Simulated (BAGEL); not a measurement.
**HF/6-31G(d) (density fitting with qzvpp-jkfit, spherical functions) run of BSiNH6O (SMILES NBO[SiH3])**

Aim: the energy change on altering one bond length of BSiNH6O at HF/6-31G* (density fitting with qzvpp-jkfit, spherical functions), from 2 runs. 

The results are computed with BAGEL 1.2.2.

2 further runs of the same task are left out: 2 set aside as unsound or not needed.

**1. The system as given**

BSiNH6O has 10 atoms, charge 0, and is taken as a singlet. SMILES: `NBO[SiH3]`. The shape is that of a PBE0-D4/def2-TZVP optimisation. This is one conformer, not always the lowest.

Bond lengths: N1–B2 1.395 Å, B2–O3 1.370 Å, O3–Si4 1.641 Å, N1–H5 1.003 Å, N1–H6 1.006 Å, B2–H7 1.202 Å, Si4–H8 1.485 Å, Si4–H9 1.485 Å, Si4–H10 1.487 Å. Some angles: N1–B2–O3 119.4°, B2–O3–Si4 132.6°, N1–B2–H7 119.7°, O3–B2–H7 120.9°, B2–N1–H5 122.6°, B2–N1–H6 122.7°, O3–Si4–H8 108.9°, O3–Si4–H9 108.9°, O3–Si4–H10 110.8°, H5–N1–H6 114.7°.

**2. A single-point energy at HF/6-31G(d) (density fitting with qzvpp-jkfit, spherical functions)**

Contents of job.json:

```json
{ "bagel" : [

{
  "title" : "molecule",
  "basis" : "6-31gs.json",
  "df_basis" : "qzvpp-jkfit",
  "angstrom" : "true",
  "geometry" : [
    { "atom" : "N", "xyz" : [   -1.386100,    1.603800,   -0.346500 ] },
    { "atom" : "B", "xyz" : [   -0.205000,    0.862600,   -0.300600 ] },
    { "atom" : "O", "xyz" : [   -0.228700,   -0.407700,    0.212700 ] },
    { "atom" : "Si", "xyz" : [    0.936300,   -1.545100,    0.418500 ] },
    { "atom" : "H", "xyz" : [   -1.425000,    2.537300,   -0.712000 ] },
    { "atom" : "H", "xyz" : [   -2.265800,    1.244400,   -0.015900 ] },
    { "atom" : "H", "xyz" : [    0.817400,    1.344200,   -0.710600 ] },
    { "atom" : "H", "xyz" : [    1.027100,   -1.884200,    1.861000 ] },
    { "atom" : "H", "xyz" : [    0.560400,   -2.761900,   -0.344400 ] },
    { "atom" : "H", "xyz" : [    2.252600,   -1.044600,   -0.059300 ] }
  ]
},
{ "title" : "hf", "charge" : 0 },
{ "title" : "print", "file" : "orbitals.molden", "orbitals" : "true" }

]}
```

The basis set 6-31G* is read from a file made from the Basis Set Exchange's data (not shown).

On the command line:

```bash
$ BAGEL_NUM_THREADS=1 BAGEL job.json > job.out
```

The log of the run:

```text
* using 1 threads per process

  ===============================================================
  ===============================================================

  *** Geometry ***

  { "atom" : "N", "xyz" : [     -2.619349,      3.030743,     -0.654790 ] },
  { "atom" : "B", "xyz" : [     -0.387394,      1.630078,     -0.568052 ] },
  { "atom" : "O", "xyz" : [     -0.432180,     -0.770441,      0.401945 ] },
  { "atom" : "Si", "xyz" : [      1.769351,     -2.919816,      0.790850 ] },
  { "atom" : "H", "xyz" : [     -2.692860,      4.794802,     -1.345485 ] },
  { "atom" : "H", "xyz" : [     -4.281741,      2.351575,     -0.030047 ] },
  { "atom" : "H", "xyz" : [      1.544662,      2.540170,     -1.342839 ] },
  { "atom" : "H", "xyz" : [      1.940938,     -3.560622,      3.516780 ] },
  { "atom" : "H", "xyz" : [      1.059003,     -5.219235,     -0.650822 ] },
  { "atom" : "H", "xyz" : [      4.256797,     -1.974008,     -0.112061 ] },

  Number of auxiliary basis functions:      465

  Since a DF basis is specified, we compute 2- and 3-index integrals:
    o Being stored without compression. Storage requirement is 0.019 GB

  Number of basis functions:       72
  Number of electrons      :       40

    * METHOD: MOLECULE                             0.18

  *** RHF ***

  === Nuclear Repulsion ===
   154.8060623085

      * DIIS with orbital gradients will be used.

  === RHF iteration (6-31gs.json) ===
      0       -446.27096545          0.02568383           0.04
      1       -446.44710004          0.01563342           0.03
      2       -446.52806883          0.00196003           0.04
      3       -446.52968274          0.00076951           0.04
      4       -446.52989341          0.00009965           0.04
      5       -446.52989780          0.00002023           0.04
      6       -446.52989803          0.00000692           0.04
      7       -446.52989806          0.00000130           0.04
      8       -446.52989806          0.00000033           0.04
      9       -446.52989806          0.00000012           0.04
     10       -446.52989806          0.00000004           0.04
     11       -446.52989806          0.00000001           0.04
    * SCF iteration converged.

    * Permanent dipole moment:
           (    0.267734,    -0.351705,     0.084382) a.u.

    * METHOD: HF                                   0.55

    * METHOD: PRINT                                0.01

  ===============================================================
```

Run time: 0.88 s. Hardware: 1 thread of Arm Neoverse V2, shared host; peak memory 0.099 GiB.

**3. The distorted shape**

Contents of hf.json:

```json
{ "bagel" : [

{
  "title" : "molecule",
  "basis" : "6-31gs.json",
  "df_basis" : "qzvpp-jkfit",
  "angstrom" : true,
  "geometry" : [
    { "atom" : "N", "xyz" : [      -1.539497,       1.531543,      -0.284985 ] },
    { "atom" : "B", "xyz" : [      -0.358397,       0.790343,      -0.239085 ] },
    { "atom" : "O", "xyz" : [      -0.382097,      -0.479957,       0.274215 ] },
    { "atom" : "Si", "xyz" : [       0.782903,      -1.617357,       0.480015 ] },
    { "atom" : "H", "xyz" : [      -1.578397,       2.465043,      -0.650485 ] },
    { "atom" : "H", "xyz" : [      -2.419197,       1.172143,       0.045615 ] },
    { "atom" : "H", "xyz" : [       0.817400,       1.344200,      -0.710600 ] },
    { "atom" : "H", "xyz" : [       0.873703,      -1.956457,       1.922515 ] },
    { "atom" : "H", "xyz" : [       0.407003,      -2.834157,      -0.282885 ] },
    { "atom" : "H", "xyz" : [       2.099203,      -1.116857,       0.002215 ] }
  ]
},

{ "title" : "hf" },

{ "title" : "print", "file" : "orbitals.molden", "orbitals" : true }

]}
```

The basis set 6-31G* is read from a file made from the Basis Set Exchange's data (not shown).

On the command line:

```bash
$ BAGEL_NUM_THREADS=1 BAGEL hf.json > hf.out
```

The log of the run:

```text
* using 1 threads per process

  ===============================================================
  ===============================================================

  *** Geometry ***

  { "atom" : "N", "xyz" : [     -2.909228,      2.894197,     -0.538544 ] },
  { "atom" : "B", "xyz" : [     -0.677272,      1.493532,     -0.451805 ] },
  { "atom" : "O", "xyz" : [     -0.722059,     -0.906987,      0.518191 ] },
  { "atom" : "Si", "xyz" : [      1.479472,     -3.056362,      0.907097 ] },
  { "atom" : "H", "xyz" : [     -2.982738,      4.658256,     -1.229238 ] },
  { "atom" : "H", "xyz" : [     -4.571620,      2.215029,      0.086200 ] },
  { "atom" : "H", "xyz" : [      1.544662,      2.540170,     -1.342839 ] },
  { "atom" : "H", "xyz" : [      1.651059,     -3.697168,      3.633027 ] },
  { "atom" : "H", "xyz" : [      0.769124,     -5.355781,     -0.534575 ] },
  { "atom" : "H", "xyz" : [      3.966919,     -2.110554,      0.004186 ] },

  Number of auxiliary basis functions:      465

  Since a DF basis is specified, we compute 2- and 3-index integrals:
    o Being stored without compression. Storage requirement is 0.019 GB

  Number of basis functions:       72
  Number of electrons      :       40

    * METHOD: MOLECULE                             0.17

  *** RHF ***

  === Nuclear Repulsion ===
   154.2028073001

      * DIIS with orbital gradients will be used.

  === RHF iteration (6-31gs.json) ===
      0       -446.25783039          0.02564379           0.04
      1       -446.43363198          0.01572063           0.04
      2       -446.51580880          0.00196056           0.03
      3       -446.51746871          0.00077593           0.03
      4       -446.51768581          0.00010201           0.04
      5       -446.51769062          0.00002148           0.04
      6       -446.51769089          0.00000810           0.04
      7       -446.51769093          0.00000165           0.04
      8       -446.51769094          0.00000041           0.04
      9       -446.51769094          0.00000012           0.04
     10       -446.51769094          0.00000005           0.03
     11       -446.51769094          0.00000001           0.04
     12       -446.51769094          0.00000000           0.04
    * SCF iteration converged.

    * Permanent dipole moment:
           (    0.372470,    -0.289868,     0.037402) a.u.

    * METHOD: HF                                   0.58

    * METHOD: PRINT                                0.01

  ===============================================================
```

Run time: 0.92 s. Hardware: 1 thread of Arm Neoverse V2, shared host; peak memory 0.099 GiB.

**4. What came out**

At HF/6-31G* (density fitting with qzvpp-jkfit, spherical functions):

| quantity | value |
| --- | --- |
| first shape: total energy | -446.52990 Eh |
| first shape: dipole moment | 1.14 D |
| first shape: HOMO energy | -11.19 eV |
| first shape: LUMO energy | 4.03 eV |
| first shape: HOMO–LUMO gap | 15.22 eV |
| distorted shape: total energy | -446.51769 Eh |
| distorted shape: dipole moment | 1.20 D |
| distorted shape: HOMO energy | -11.30 eV |
| distorted shape: LUMO energy | 4.01 eV |
| distorted shape: HOMO–LUMO gap | 15.31 eV |
| energy change with the B2–H7 bond stretched from 1.202 to 1.383 Å | 0.332 eV |

In words: With the B2–H7 bond stretched from 1.202 to 1.383 Å the energy rises by 0.33 eV (7.7 kcal/mol). The first shape isn't relaxed at this level, so the change isn't measured from a minimum.
